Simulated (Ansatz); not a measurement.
AgRh under changes of volume

One of the cells (16.064 Å³/atom); the others are scaled copies at fixed shape and fractional positions:

```
CELL_PARAMETERS angstrom
2.77759 0.00000 0.00000
-1.38879 2.40546 0.00000
0.00000 0.00000 4.80860
ATOMIC_POSITIONS crystal
Ag 0.00000 0.00000 0.50000
Rh 0.66667 0.33333 0.00000
```

The cell comes from a database or a generator and needn't be the stable form of this composition.

```yaml
Program: Ansatz 0.2.0
Functional: PBE
Potentials_or_basis: PseudoDojo stringent (PBE files)
Cutoff: 1197 eV
Density_cutoff: 4789 eV
k_mesh: 11 × 11 × 6
Occupations: fermi-dirac, width 0.05 eV
Spin: no spin polarisation
```

| volume (Å³/atom) | energy over the lowest point (meV/atom) | pressure (GPa) |
| --- | --- | --- |
| 15.100 | 17.90 | 8.5 |
| 15.421 | 5.13 | 4.5 |
| 15.743 | 0.00 | 0.9 |
| 16.064 | 1.58 | -2.2 |
| 16.385 | 9.04 | -5.0 |
| 16.707 | ? | ? |
| 17.028 | 38.74 | -9.5 |

Task: What does the run at 16.707 Å³/atom give?

Result: Energy over the lowest point 21.64 meV/atom; pressure -7.4 GPa.

Worked out: A Birch-Murnaghan fit of order 3 (a polynomial in V^(-2/3)) to the other rows has its minimum at 15.82 Å³/atom with B0 = V·E''(V) = 159 GPa and B' = 5.5 at fixed shape and positions, which overstates the stiffness. It gives 21.66 meV/atom at 16.707 Å³/atom, against the run's 21.64, and -dE/dV = -7.5 GPa, against -7.4.

Energies are extrapolated to zero smearing.
